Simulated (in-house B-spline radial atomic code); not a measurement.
# Xe⁵²⁺: ionisation energy by several methods

How far do functionals differ on the ionisation energy of Xe⁵²⁺? Each run solves Xe⁵²⁺ and then the next ion (1s1).

The numbers are computed with in-house B-spline radial atomic code version 1 (scalar-relativistic (X2C), several functionals, spin-polarised; spherical all-electron atom at the radial basis limit), except any that are marked as measured or tabulated.

## 1. Starting point

- element: xenon (Z = 54)
- charge: +52
- electrons: 2
- configuration: 1s2
- nucleus: Fermi, rms radius 4.786 fm

Where spins are not typed, each open shell is filled with up spins first.

## 2. B97-1, a global hybrid

Settings, as recorded:

```ini
Z = 54
electrons = 2.0
configuration = 1s2
hamiltonian = x2c
method = b97_1
spin_polarised = True
nucleus = fermi
rms_radius = 4.7859
mass_number = 132
atomic_mass = 131.90415508346
speed_of_light = 137.035999084
```

## 3. LC-ωPBE, a range-separated hybrid

Settings: those of step 2 with these lines changed.

```diff
@@ -4,3 +4,3 @@
 hamiltonian = x2c
-method = b97_1
+method = lc_wpbe
 spin_polarised = True
```

## 4. TPSS, a meta-GGA

Settings: those of step 3 with these lines changed.

```diff
@@ -4,3 +4,3 @@
 hamiltonian = x2c
-method = lc_wpbe
+method = tpss,tpss
 spin_polarised = True
```

## 5. PBE0, a global hybrid

Settings: those of step 4 with these lines changed.

```diff
@@ -4,3 +4,3 @@
 hamiltonian = x2c
-method = tpss,tpss
+method = pbe0
 spin_polarised = True
```

## 6. HSE06, a range-separated hybrid

Settings: those of step 5 with these lines changed.

```diff
@@ -4,3 +4,3 @@
 hamiltonian = x2c
-method = pbe0
+method = hse06
 spin_polarised = True
```

## 7. PW91, a GGA

Settings: those of step 6 with these lines changed.

```diff
@@ -4,3 +4,3 @@
 hamiltonian = x2c
-method = hse06
+method = pw91,pw91
 spin_polarised = True
```

## 8. BP86, a GGA

Settings: those of step 7 with these lines changed.

```diff
@@ -4,3 +4,3 @@
 hamiltonian = x2c
-method = pw91,pw91
+method = b88,p86
 spin_polarised = True
```

Q: The tabulated ionisation energy is 40271.7 ± 0.03 eV (tabulated theoretical; NIST Atomic Spectra Database). What does each method give, and which comes nearest?

The runs gave:

| method | rung | total energy (hartree) | ΔSCF (eV) | −ε highest (eV) | ΔSCF less tabulated (eV) |
| --- | --- | --- | --- | --- | --- |
| PW91 | GGA | -3001.7815 | 40341.1 | 39979.2 (1s up) | +69.4 |
| BP86 | GGA | -3002.3039 | 40349.4 | 39983.1 (1s up) | +77.7 |
| TPSS | meta-GGA | -3002.1399 | 40345.8 | 40003.4 (1s up) | +74.1 |
| B97-1 | global hybrid | -3002.0470 | 40345.1 | 40053.5 (1s up) | +73.4 |
| PBE0 | global hybrid | -3001.7115 | 40339.9 | 40068.1 (1s up) | +68.2 |
| LC-ωPBE | range-separated hybrid | -3001.7239 | 40340.1 | 39982.7 (1s up) | +68.4 |
| HSE06 | range-separated hybrid | -3001.7751 | 40340.8 | 40068.2 (1s up) | +69.0 |

Tables give 40271.7 ± 0.03 eV (tabulated theoretical; NIST Atomic Spectra Database) for the ionisation energy. PBE0 misses by +68.2 eV, the least, and BP86 by +77.7 eV (0.19 %), the most. Mean absolute error by rung (exchange-only levels left out): GGA 73.54 eV, meta-GGA 74.11 eV, global hybrid 70.78 eV, range-separated hybrid 68.72 eV. All methods miss on the same side by much the same amount, which points to something that they share. Relativistic terms that these runs lack can be as large as the gaps between close methods, so the nearest may be so by luck. Spin-orbit coupling is left out.
